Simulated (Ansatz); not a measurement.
# CH₂AlClN₂: one species, many methods

Aim: compute CH₂AlClN₂ with functionals from several rungs and with coupled cluster. The yardstick is the atomisation energy at the CCSD(T) limit.

Program: Ansatz 0.2.0, Gaussian basis. Level of theory: functionals in def2-TZVPP, the program's frozen cores in correlated methods. These are calculated values, not measurements.

Plan: LDA (SPW92), PBE-D4, revPBE-D4, BLYP-D4, r2SCAN-D4, B97M-V, PBE0-D4, B3LYP-D4, r2SCANh-D4, r2SCAN0-D4, HSE06-D4, BHLYP-D4, CAM-B3LYP-D4, LC-ωPBE, ωB97X-V, ωB97M-V, B2PLYP, PBE-QIDH; CCSD(T)/def2-SVP; CCSD(T)/def2-TZVPP; MP2/def2-QZVPP; extrapolation to the limit; RPA on PBE.

### Step 1. The geometry

All runs share one geometry, relaxed beforehand with PBE0-D4 in a triple-zeta def2 set.

7 atoms, charge 0, spin multiplicity 1.

Atoms are counted from 1 here; the program's logs count them from 0.

Bond lengths: Cl1–Al2 2.072 Å, Al2–N3 1.834 Å, Al2–N5 1.801 Å, N3–C4 1.290 Å, C4–N5 1.400 Å, C4–H6 1.097 Å, N5–H7 1.004 Å. Angles: Cl1–Al2–N3 144.7°, Cl1–Al2–N5 136.6°, N3–Al2–N5 78.6°, Al2–N3–C4 82.5°, N3–C4–N5 117.8°, N3–C4–H6 123.7°, N5–C4–H6 118.5°, Al2–N5–C4 81.0°, Al2–N5–H7 157.0°, C4–N5–H7 122.0°.

### Step 2. LDA

This LDA is Slater exchange with PW92 correlation.

in.yaml

```yaml
crystal:
  periodic: [false, false, false]
  atoms:
    - {symbol: Cl, position_ang: [-0.717741, -3.116707, 0.220333]}
    - {symbol: Al, position_ang: [-0.287644, -1.092179, 0.311771]}
    - {symbol: N, position_ang: [-0.163810, 0.364125, 1.420425]}
    - {symbol: C, position_ang: [0.163921, 0.959982, 0.323821]}
    - {symbol: N, position_ang: [0.203636, 0.195393, -0.847754]}
    - {symbol: H, position_ang: [0.411549, 2.027048, 0.260797]}
    - {symbol: H, position_ang: [0.451289, 0.594438, -1.735192]}
basis:
  gaussian: {orbitals: def2-TZVPP}
hamiltonian: {xc: lda}
output: {orbitals: {seedname: orbitals}}
```

Run with:

```sh
ansatz run in.yaml --threads 2 --pin off --events-out ev --progress --plain --max-ram 4352MiB
```

After this run come: PBE-D4 (GGA); revPBE-D4 (GGA); BLYP-D4 (GGA); r2SCAN-D4 (meta-GGA); B97M-V (meta-GGA); PBE0-D4 (hybrid); B3LYP-D4 (hybrid); r2SCANh-D4 (hybrid); r2SCAN0-D4 (hybrid); HSE06-D4 (hybrid); BHLYP-D4 (hybrid); CAM-B3LYP-D4 (range-separated); LC-ωPBE (range-separated); ωB97X-V (range-separated); ωB97M-V (range-separated); B2PLYP (double hybrid); PBE-QIDH (double hybrid); CCSD(T) in def2-SVP; CCSD(T) in def2-TZVPP; MP2 in def2-QZVPP; RPA on PBE orbitals.

Before running them: what should the planned runs give, taken together? Wanted: atomisation energy, CCSD(T)/CBS; farthest beyond LDA; mean size of error, GGA; mean size of error, meta-GGA; mean size of error, hybrid; mean size of error, range-separated; mean size of error, double hybrid; gap, smallest and largest; T1 diagnostic.

The runs gave:

```
                               quantity                                      value
        atomisation energy, CCSD(T)/CBS                                  27.786 eV
    functionals within 0.139 eV (0.5 %)            B3LYP-D4, CAM-B3LYP-D4, LC-ωPBE
                    farthest beyond LDA                       BHLYP-D4 (-1.304 eV)
                mean size of error, GGA                                   0.625 eV
           mean size of error, meta-GGA                                   0.248 eV
             mean size of error, hybrid                                   0.445 eV
    mean size of error, range-separated                                   0.191 eV
      mean size of error, double hybrid                                   0.181 eV
              gap, smallest and largest  3.69 eV (LDA (SPW92)), 10.68 eV (LC-ωPBE)
                          T1 diagnostic                                     0.0150
triples share of the correlation energy                                      4.6 %
```

The LDA atomisation energy is off by 4.994 eV (18 %): it overbinds. PBE-D4 is off by +1.258 eV. Double hybrids carry the basis error of their MP2 part in triple zeta, and no dispersion term here, so their miss is partly the set-up's. Taken by rung, double hybrid functionals do best (0.181 eV on average) and GGA ones worst beyond LDA (0.625 eV). The gap between the best rungs is small, so their order is not settled. The reference freezes the cores and leaves out relativity and excitations past (T), so misses under about 0.139 eV can't be ranked. Hartree-Fock recovers 65 % of the binding; the rest is correlation. CCSD(T) in def2-SVP is off by -2.238 eV, so the small basis spoils what the method gains. The gap grows from 3.7 to 10.7 eV across the functionals, mostly with the share of exact exchange.
